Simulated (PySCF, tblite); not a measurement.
# C₃H₂FNO₂: geometry, NMR shifts and spin-spin couplings

What NMR shifts and spin-spin couplings should C₃H₂FNO₂ (`N#C[C@@H](F)OC=O`) show?

Programs: tblite 0.8.0 and PySCF 2.14.0, with density-fitted response routines of our own. Each step states its level of theory. These are calculated values for one molecule in the gas phase, unless marked as measured. Atoms count from 0, in the outputs and in this text.

## (1) Starting geometry

9 atoms, charge 0, multiplicity 1; geometry from: force field or distance geometry start.

Bonds of the start (Å): N0–C1 1.15, C1–C2 1.48, C2–F3 1.38, C2–O4 1.42, O4–C5 1.34, C5–O6 1.22, C2–H7 1.09, C5–H8 1.11.

## (2) Relaxing the molecule with GFN2-xTB, one coordinate held

Job settings and geometry (Å):

```
{"job": {"kind": "relax", "xc": "GFN2-xTB", "basis": "xTB"}, "charge": 0, "multiplicity": 1}
N     -1.860900     1.741900     0.776900
C     -1.369100     0.795000     0.335900
C     -0.704800    -0.416700    -0.200200
F     -1.530400    -0.933400    -1.172500
O      0.508900    -0.103700    -0.866300
C      1.411900     0.483300    -0.066800
O      1.267600     0.725300     1.118300
H     -0.573000    -1.189300     0.557000
H      2.332800     0.711200    -0.637300
```

Run with:

```bash
> OMP_NUM_THREADS=1 python probes_run.py task.json out
```

The driver reads the jobs from task.json and runs them one after another.

**Question.** This job is followed by: GIAO PBE0/pcSseg-1 NMR shielding, non-relativistic, gas phase; B3LYP/pcJ-1 indirect spin-spin coupling, non-relativistic, gas phase. Predict these results of the whole session: ¹³C shifts against TMS (PBE0/pcSseg-1); ¹H shifts against TMS (PBE0/pcSseg-1); ¹⁵N shifts against NH3 (PBE0/pcSseg-1); ¹⁹F shifts against CFCl3 (PBE0/pcSseg-1); ¹⁷O shifts against H2O (PBE0/pcSseg-1); surface potential, 1st and 99th percentile; largest coupling of the table (B3LYP/pcJ-1).

**Answer**, as computed:

```
                                   quantity                     value
     ¹³C shifts against TMS (PBE0/pcSseg-1)    162.9, 116.0, 97.1 ppm
      ¹H shifts against TMS (PBE0/pcSseg-1)            7.98, 6.60 ppm
     ¹⁵N shifts against NH3 (PBE0/pcSseg-1)                 321.4 ppm
   ¹⁹F shifts against CFCl3 (PBE0/pcSseg-1)                -179.3 ppm
     ¹⁷O shifts against H2O (PBE0/pcSseg-1)          472.9, 248.6 ppm
      surface potential, 1st and 99th percentile        -1.40 V and 1.84 V
largest coupling of the table (B3LYP/pcJ-1)  ¹J(C,F) C2–F3, -284.2 Hz
```

What this shows: Over 28 steps the energy fell by 0.095 eV; of the close pairs, C5–O6 changed most, 1.218 to 1.190 Å. Shifts at one fixed geometry are not the observed spectrum, which averages over the motion. The geometry holds a dihedral fixed, so it need not be a minimum. At PBE0/pcSseg-1: Shielding is most anisotropic at O6 (span 708 ppm, paramagnetic term -538 ppm). By nearest atom (PBE0/pcSseg-1), the HOMO sits on O6 70 %; H8 11 % and the LUMO on C5 42 %; O6 28 %. In the run at B3LYP/pcJ-1, the largest coupling of the table is C2–F3, -284.2 Hz, of which the Fermi-contact term gives -294.7 Hz.
